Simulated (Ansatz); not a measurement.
# GeHN: the cost of one run

Computed with Ansatz 0.2.0, Gaussian basis. Level: cc-pVTZ, all electrons in the functionals, frozen cores in the correlation of double hybrids and RPA.

To be run: B2PLYP, RPA-PBE, at charge 0, triplet; charge 0, singlet; charge 0, quintet; charge 1, doublet; charge 1, quartet.

8 further runs of the same task are left out: 2 for a known fault of the program, 6 set aside as unsound or not needed.

**1. The geometry**

The geometry is a PBE0/def2-TZVP stationary point (not a proven minimum). No spin-orbit coupling is included. The filled d shell of Ge may be among the frozen orbitals whatever the setting's name suggests; the logs give the count.

3 atoms, charge 0, spin multiplicity 3.

Atoms are counted from 1 here; the program's logs count them from 0.

Bond lengths: Ge1–N2 1.890 Å, N2–H3 1.024 Å. Angles: Ge1–N2–H3 119.0°.

No dispersion term is added.

The geometry shown and the zero of energy belong to the point charge 0, triplet. The yardstick, UCCSD(T), and other wave-function levels (R restricted, U unrestricted, valence and pair active spaces) come from earlier runs.

**2. B2PLYP, charge 0, triplet**

Contents of in.yaml:

```yaml
crystal:
  periodic: [false, false, false]
  atoms:
    - {symbol: Ge, position_ang: [0.000000, 0.014250, 0.329308]}
    - {symbol: N, position_ang: [0.000000, -0.126443, -1.555498]}
    - {symbol: H, position_ang: [0.000000, 0.730143, -2.116709]}
basis:
  gaussian: {orbitals: cc-pVTZ}
magnetization: {spin_polarized: true, initial_magnetization: 2}
hamiltonian: {xc: {name: B2PLYP}}
correlation: {electrons: outside_noble_gas}
```

Started as:

```
$ ansatz run in.yaml --threads 1 --pin off --events-out ev --progress --plain --max-ram 4096MiB --backend cpu
```

**Question.** How long does this run take on 1 thread of AMD EPYC 7R13, shared host?

About 14 s.
